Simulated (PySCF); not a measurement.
# C4H13PSi2: the cost of one run

Computed with PySCF 2.14.0 and routines of our own; the level stands in each step. Atoms count from 0.

## Step 1: The starting structure

20 atoms, charge 0, multiplicity 1; geometry from: GFN2-xTB.

## Step 2: Excited states: TDA CAM-B3LYP/def2-SVP

Job settings and geometry (Å):

```
{"job": {"kind": "states", "xc": "CAM-B3LYP", "basis": "def2-SVP", "tda": true, "soc": true, "nstates": 6, "ntriplets": 6, "nquad": 4}, "charge": 0, "multiplicity": 1}
P     -4.352326    -0.806214     0.466870
Si    -2.191062    -1.285383     0.124718
Si    -0.898357     0.541084    -0.517179
C      0.902930    -0.006163    -0.761697
C      1.966308     1.092226    -0.961490
C      2.832032     0.437788     0.122538
C      1.660516    -0.480848     0.494798
H     -4.504945    -0.060670    -0.686589
H     -4.114813     0.322943     1.226828
H     -1.761760    -1.899051     1.389912
H     -2.223494    -2.379088    -0.857409
H     -0.892747     1.610960     0.497294
H     -1.353363     1.181998    -1.762675
H      0.973375    -0.752432    -1.555108
H      1.615319     2.083851    -0.682112
H      2.408254     1.148471    -1.954355
H      3.684143    -0.104942    -0.282576
H      3.182723     1.101776     0.910111
H      1.885554    -1.544791     0.539284
H      1.176567    -0.190836     1.426408
```

With the program's defaults for keys left out, this is: TDA CAM-B3LYP/def2-SVP excited states, vertical, gas phase, spin-orbit mean-field couplings.

Launch:

```console
> OMP_NUM_THREADS=1 python excited_run.py task.json out
```

This one command runs all jobs of the session in turn.

**Question.** How long does this first job take on 1 thread of Arm Neoverse V1, shared host, and how much memory does it need?

About 58 s, with a peak of 0.86 GiB.
